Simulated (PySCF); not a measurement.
# P4S3 (PP3SSS nortricyclane): the cost of one run

Programs: PySCF 2.14.0, with density-fitted response routines of our own. Each step states its level of theory. These are calculated values for one molecule in the gas phase, unless marked as measured. Atoms are numbered from 0 throughout.

## 1. Starting geometry

7 atoms, charge 0, multiplicity 1; geometry from: GFN2-xTB. The atoms were then displaced at random by about 0.03 Å, so the start is not that level's minimum.

Bonds of the start (Å): P0–S1 2.16, P0–S4 2.18, P0–S6 2.06, S1–P2 2.14, P2–P3 2.24, P2–P5 2.28, P3–S4 2.04, P3–P5 2.17, P5–S6 2.15.

## 2. Relaxing the molecule at PBE0-D3(BJ)/def2-SVP

The job: settings as JSON, then the geometry in Å.

```
{"job": {"xc": "PBE0", "basis": "def2-SVP", "d3": "d3bj", "grid": 1, "maxiter": 40, "shake": 0.03, "kind": "geom"}, "charge": 0, "multiplicity": 1}
P      1.317680     1.099050    -0.358490
S      0.170990     0.252370    -1.985260
P     -1.230400    -1.039140    -1.015790
P     -1.485040     0.030140     0.938890
S     -0.418040     1.766150     0.782980
P     -0.074570    -1.613000     0.865150
S      1.811230    -0.597570     0.703970
```

On the command line:

```sh
OMP_NUM_THREADS=1 python probes_run.py task.json out
```

This one command runs all jobs of the session in turn.

Q: Estimate the wall time and peak memory of this first job on 1 thread of Intel Xeon 6975P-C, shared host.

About 67 s, with a peak of 0.52 GiB.
